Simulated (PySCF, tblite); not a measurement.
# C4H9NOSi3: geometry, infrared bands and NMR shifts

What infrared bands and NMR shifts should C4H9NOSi3 (`CC(=O)[Si]1(C#N)[SiH2]C[SiH2]1`) show?

Programs: tblite 0.8.0 and PySCF 2.14.0, with density-fitted response routines of our own. Each step states its level of theory. These are calculated values for one molecule in the gas phase, unless marked as measured. Atoms are numbered from 0 throughout.

### Step 1. The molecule as given

18 atoms, charge 0, multiplicity 1; geometry from: force field or distance geometry start.

Bonds of the start (Å): C0–C1 1.51, C1–O2 1.24, C1–Si3 1.83, Si3–C4 1.81, C4–N5 1.17, Si3–Si6 2.25, Si6–C7 1.91, C7–Si8 1.90, Si8–Si3 2.24, C0–H9 1.09, C0–H10 1.09, C0–H11 1.09, Si6–H12 1.48, Si6–H13 1.48, C7–H14 1.09, C7–H15 1.10, Si8–H16 1.49, Si8–H17 1.48.

### Step 2. Relaxing the molecule with GFN2-xTB

What the job is given:

```
{"job": {"kind": "relax", "xc": "GFN2-xTB", "basis": "xTB"}, "charge": 0, "multiplicity": 1}
C      2.782800    -0.896900    -0.373400
C      1.532500    -0.656200     0.434400
O      1.320400    -1.248700     1.499600
Si     0.293900     0.569500    -0.139000
C      0.867100     1.978500    -1.126100
N      1.253000     2.863200    -1.779100
Si    -1.515000    -0.445600    -1.017600
C     -2.306100    -0.492500     0.720200
Si    -1.356700     1.048600     1.299600
H      3.345100    -1.715100     0.073000
H      3.395300     0.002000    -0.378900
H      2.505800    -1.178500    -1.394000
H     -1.269000    -1.795200    -1.575700
H     -2.275300     0.413500    -1.954600
H     -2.051500    -1.386200     1.284600
H     -3.401200    -0.377100     0.725200
H     -2.092800     2.298400     0.942900
H     -1.037300     1.024600     2.747200
```

On the command line:

```console
$ OMP_NUM_THREADS=1 python probes_run.py task.json out
```

One launch serves the whole session: the jobs run in the order shown.

**Question.** This job is followed by: GFN2-xTB harmonic vibrations, gas phase; GIAO PBE0/pcSseg-1 NMR shielding, non-relativistic, gas phase. What will the session give for the following? strongest single infrared mode (GFN2-xTB); zero-point energy (GFN2-xTB); ¹³C shifts against TMS (PBE0/pcSseg-1); ¹H shifts against TMS (PBE0/pcSseg-1, means over atoms taken as alike); ¹⁷O shifts against H2O (PBE0/pcSseg-1); ²⁹Si shifts against TMS (PBE0/pcSseg-1, means over atoms taken as alike); ¹⁵N shifts against NH3 (PBE0/pcSseg-1).

As calculated:

```
                                                                quantity                             value
                               strongest single infrared mode (GFN2-xTB)              715 cm⁻¹, 588 km/mol
                                            zero-point energy (GFN2-xTB)                     71.1 kcal/mol
                                  ¹³C shifts against TMS (PBE0/pcSseg-1)      242.0, 125.2, 43.8, -7.7 ppm
  ¹H shifts against TMS (PBE0/pcSseg-1, means over atoms taken as alike)  4.85, 4.81, 2.78, 0.92, 0.86 ppm
                                  ¹⁷O shifts against H2O (PBE0/pcSseg-1)                         842.7 ppm
²⁹Si shifts against TMS (PBE0/pcSseg-1, means over atoms taken as alike)                  -45.7, -58.2 ppm
                                  ¹⁵N shifts against NH3 (PBE0/pcSseg-1)                         377.0 ppm
```

**Reading.** The optimisation took 142 steps and gained 0.670 eV; among the close pairs (by a distance rule), Si3–Si8 changed most, from 2.241 to 2.356 Å. All 48 modes are real, so the xTB geometry is a minimum. The strongest single mode, at 715 cm⁻¹, has its largest shares on C7, Si6, H16 and H17 (the list is cut at 4 atoms). Unscaled tight-binding wavenumbers are off by several per cent, some by more. Its intensities can rank the bands wrongly. At PBE0/pcSseg-1: The widest tensor belongs to O2: span 1685 ppm, with a paramagnetic part of -908 ppm.
